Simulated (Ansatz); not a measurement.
**FH₄N₃W: up Jacob's ladder to CCSD(T)**

One table from this session's results is given with a row withheld; the runs are named, their logs left out.

Program: Ansatz 0.2.0, Gaussian basis. Level of theory: functionals in def2-TZVPP, the program's frozen cores in correlated methods. These are calculated values, not measurements.

Plan: LDA (SPW92), PBE-D4, revPBE-D4, BLYP-D4, r2SCAN-D4, B97M-V, PBE0-D4, B3LYP-D4, r2SCANh-D4, r2SCAN0-D4, HSE06-D4, BHLYP-D4, CAM-B3LYP-D4, LC-ωPBE, ωB97X-V, ωB97M-V, B2PLYP, PBE-QIDH; CCSD(T)/def2-SVP; CCSD(T)/def2-TZVPP; MP2/def2-QZVPP; extrapolation to the limit; RPA on PBE.

## The relaxed structure

All runs share one geometry, relaxed beforehand with PBE0-D4 in a triple-zeta def2 set. W takes the def2 core potential; no spin-orbit term is included.

SMILES `[NH]=[W](=[NH])([NH2])[F]`, 9 atoms, charge 0, spin multiplicity 1.

Atoms are counted from 1 here; the program's logs count them from 0.

Bond lengths: N1–W2 1.749 Å, N1–H6 1.007 Å, W2–N3 1.749 Å, W2–N4 1.943 Å, W2–F5 1.882 Å, N3–H7 1.007 Å, N4–H8 1.008 Å, N4–H9 1.008 Å. Angles: W2–N1–H6 156.8°, N1–W2–N3 113.5°, N1–W2–N4 106.4°, N1–W2–F5 109.2°, N3–W2–N4 106.4°, N3–W2–F5 109.2°, N4–W2–F5 112.2°, W2–N3–H7 156.8°, W2–N4–H8 123.1°, W2–N4–H9 123.1°, H8–N4–H9 111.5°.

The first run:

File in.yaml:

```yaml
crystal:
  periodic: [false, false, false]
  atoms:
    - {symbol: N, position_ang: [-0.797533, 1.559135, 0.193849]}
    - {symbol: W, position_ang: [0.117695, 0.217667, -0.455410]}
    - {symbol: N, position_ang: [1.749930, 0.122497, 0.165498]}
    - {symbol: N, position_ang: [-0.787550, -1.399181, 0.127573]}
    - {symbol: F, position_ang: [0.177568, 0.360912, -2.331435]}
    - {symbol: H, position_ang: [-0.965936, 2.384152, 0.746696]}
    - {symbol: H, position_ang: [2.552112, 0.400367, 0.707672]}
    - {symbol: H, position_ang: [-0.297525, -2.231979, 0.414680]}
    - {symbol: H, position_ang: [-1.748751, -1.413581, 0.430877]}
basis:
  gaussian: {orbitals: def2-TZVPP}
hamiltonian: {xc: lda}
output: {orbitals: {seedname: orbitals}}
```

Launch:

```
> ansatz run in.yaml --threads 4 --pin off --events-out ev --progress --plain --max-ram 10444MiB
```

Among the steps run: LDA; PBE-D4 (GGA); revPBE-D4 (GGA); BLYP-D4 (GGA); r2SCAN-D4 (meta-GGA); B97M-V (meta-GGA); B3LYP-D4 (hybrid); r2SCANh-D4 (hybrid); r2SCAN0-D4 (hybrid); HSE06-D4 (hybrid); BHLYP-D4 (hybrid); CAM-B3LYP-D4 (range-separated); LC-ωPBE (range-separated); ωB97X-V (range-separated); ωB97M-V (range-separated); B2PLYP (double hybrid); PBE-QIDH (double hybrid).

One table of the session follows, with a row left open; its other results are not shown here.

It belongs to the step «Frontier levels by functional». 

| functional | HOMO (eV) | gap (eV) |
| --- | --- | --- |
| LDA (SPW92) | -6.59 | 4.84 |
| PBE-D4 | -6.37 | 4.86 |
| revPBE-D4 | -6.29 | 4.87 |
| BLYP-D4 | -6.24 | 4.82 |
| r2SCAN-D4 | -6.65 | 5.24 |
| B97M-V | -6.67 | 5.33 |
| PBE0-D4 | -7.69 | 6.98 |
| B3LYP-D4 | -7.46 | 6.51 |
| r2SCANh-D4 | -7.14 | 6.04 |
| r2SCAN0-D4 | ? | ? |
| HSE06-D4 | -7.28 | 6.20 |
| BHLYP-D4 | -8.89 | 9.11 |
| CAM-B3LYP-D4 | -9.06 | 9.42 |
| LC-ωPBE | -10.41 | 11.95 |
| ωB97X-V | -10.03 | 11.49 |
| ωB97M-V | -9.95 | 11.28 |

Estimate the missing values for r2SCAN0-D4.

Worked estimate for «HOMO (eV)». Against the share of exact exchange, r2SCAN-D4 (0, -6.65), r2SCANh-D4 (0.1, -7.14) give a slope of -4.90 per unit share; at 0.25 the line stands at -7.87.

As computed: HOMO (eV): -7.89; gap (eV): 7.25. In «HOMO (eV)» the line misses by +0.02.
